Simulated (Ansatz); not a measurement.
# CoCl+ (quartet): the correlation ladder, def2-QZVPP

One table from this session's results is given with a row withheld; the runs are named, their logs left out.

Method: def2-QZVPP, core rule «outside noble gas», up to 14 orbitals frozen; program: Ansatz 0.2.0, Gaussian basis.

The runs, in order: UHF; ROHF; CCSD(T) on UHF.

2 further runs of the same task are left out: 2 set aside as unsound or not needed. Runs told in other sessions of the task aren't counted.

**The system**

The geometry is a PBE0/def2-TZVP stationary point (not a proven minimum) of the parent state, kept for this charge and spin.

2 atoms, charge 1, spin multiplicity 4.

Atoms are counted from 1 here; the program's logs count them from 0.

Bond lengths: Co1–Cl2 2.092 Å.

Set-up of the first run:

File in.yaml:

```yaml
crystal:
  periodic: [false, false, false]
  atoms:
    - {symbol: Co, position_ang: [0.000000, 0.000000, 0.000000]}
    - {symbol: Cl, position_ang: [0.000000, 0.000000, 2.092400]}
basis:
  gaussian: {orbitals: "def2-QZVPP.json"}
total_charge: 1
magnetization: {spin_polarized: true, initial_magnetization: 3}
hamiltonian: {xc: hf}
output: {orbitals: {seedname: orbitals}}
```

Run with:

```console
> ansatz run in.yaml --threads 1 --pin off --events-out ev --progress --plain --max-ram 2816MiB --backend cpu
```

Steps of the session up to this table: UHF; ROHF; CCSD(T) on UHF.

One of the session's tables, all rows but one given; the rest of the session is left out.

It belongs to the step «Misses and costs». 

```
  method  from UCCSD(T) (meV)
    ROHF             +13409.0
     UHF                    ?
    UMP2               +975.5
   UCCSD               +554.6
UCCSD(T)                    0
```

Q: Estimate the row for UHF from the others.

**Answer.** from UCCSD(T) (meV): +13151.6. In the column «from UCCSD(T) (meV)» it lies between UMP2 (+975.5) and ROHF (+13409.0).
